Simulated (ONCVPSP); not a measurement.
**Pseudopotential generation for manganese: ONCV, PBEsol**

Task: generate the file, and judge it by its errors in other configurations, its logarithmic derivatives, its ghosts and its cutoff.

The numbers are computed with ONCVPSP 4.0.1 (PBEsol, scalar-relativistic, spin-unpolarised reference atom).

## (1) Settings

Typed settings, in words:

```json
{
 "element": "manganese (Mn, Z = 25)",
 "type": "optimised norm-conserving Vanderbilt (ONCV)",
 "frozen core": "[Ne] 3s2",
 "valence charge": "13",
 "reference configuration": "3p6 3d5 4s2",
 "partial waves": "4s: rc 2.55 bohr, ncon 4, nbas 7, qcut 2.3 1/bohr, 2 projectors, debl 2.3 Ha; 3p: rc 0.85 bohr, ncon 4, nbas 9, qcut 7.9 1/bohr, 2 projectors, debl 2.5 Ha; 3d: rc 1.75 bohr, ncon 4, nbas 8, qcut 8.3 1/bohr, 1 projector",
 "local potential": "polynomial inside 0.70 bohr (lpopt 5, dvloc0 6 Ha)",
 "core correction": "Teter function, fcfact 2.5, rcfact 1.75"
}
```

The nodes and maxima of the atom's own shells, from an earlier all-electron run, set the scale for the radii.

All-electron outer shells of the reference configuration (PBEsol, scalar-relativistic, ld1.x):

```tsv
shell	level (eV)	outermost node (bohr)	outermost maximum (bohr)
3s	-85.64	0.34	0.74
3p	-54.48	0.31	0.75
3d	-6.79	–	0.76
4s	-5.12	1.05	2.51
4p	-1.35	1.16	3.38
```

## (2) Generating the potential

Contents of Mn.dat:

```
# ATOM AND REFERENCE CONFIGURATION
# atsym  z   nc   nv     iexc    psfile
  Mn 25.00    4    3  -116133      upf
#
#   n    l    f
    1    0    2.00
    2    0    2.00
    2    1    6.00
    3    0    2.00
    3    1    6.00
    3    2    5.00
    4    0    2.00
#
# PSEUDOPOTENTIAL AND OPTIMIZATION
# lmax
    2
#
#   l,   rc,      ep,       ncon, nbas, qcut
    0    2.55    0.00    4    7    2.30
    1    0.85    0.00    4    9    7.90
    2    1.75    0.00    4    8    8.30
#
# LOCAL POTENTIAL
# lloc, lpopt,  rc(5),   dvloc0
    4    5    0.70    6.00
#
# VANDERBILT-KLEINMAN-BYLANDER PROJECTORs
# l, nproj, debl
    0    2    2.30
    1    2    2.50
    2    1    1.70
#
# MODEL CORE CHARGE
# icmod, fcfact, rcfact
    3    2.50    1.75
#
# LOG DERIVATIVE ANALYSIS
# epsh1, epsh2, depsh
   -4.00    5.00    0.02
#
# OUTPUT GRID
# rlmax, drl
    6.00    0.01
#
# TEST CONFIGURATIONS
# ncnf
    4
# nvcnf
#   n    l    f
    3
    3    1    6.00
    3    2    5.00
    4    0    1.00
#
    3
    3    1    6.00
    3    2    5.00
    4    0    0.00
#
    3
    3    1    6.00
    3    2    4.00
    4    0    0.00
#
    3
    3    1    6.00
    3    2    4.00
    4    0    2.00
#
```

Started as:

```sh
$ oncvpsp.x < Mn.dat > Mn.out
```

**Question.** What will these runs give? Wanted: cutoffs for 1 and 0.1 mHa per electron, occupied waves; bound ghosts; GHOST(+) flags; largest test error; largest phase difference near zero energy, channels read; rms error of d²Exc/dn², without and with the model core.

**Answer**, as computed:

| quantity | value |
| --- | --- |
| cutoffs for 1 and 0.1 mHa per electron, occupied waves | 55 Ha and 337 Ha |
| bound ghosts | s at -107.64 eV |
| GHOST(+) flags | none at low energy |
| largest test error (AE − PS) | +53 meV, for 3p6 3d4 4s2 |
| largest phase difference near zero energy, channels read | 0.016 rad |
| rms error of d²Exc/dn², without and with the model core | 3.91 and 1.51 mHa |

What this shows: A bound ghost (s) makes it unfit for use: electrons can fall into a state that the atom doesn't have. The worst unpolarised test, 3p6 3d4 4s2, is off by 53 meV on 13.2 eV; by total energies transferability rates as fair. By its cutoff, 55 Ha for the looser tolerance, it is hard. The tighter tolerance needs 337 Ha, and converged work needs a cutoff nearer that. At the looser tolerance the 3p wave is the slowest; 3d needs 29 Ha. Near zero energy the phases of the channels with partial waves agree within 0.016 rad.
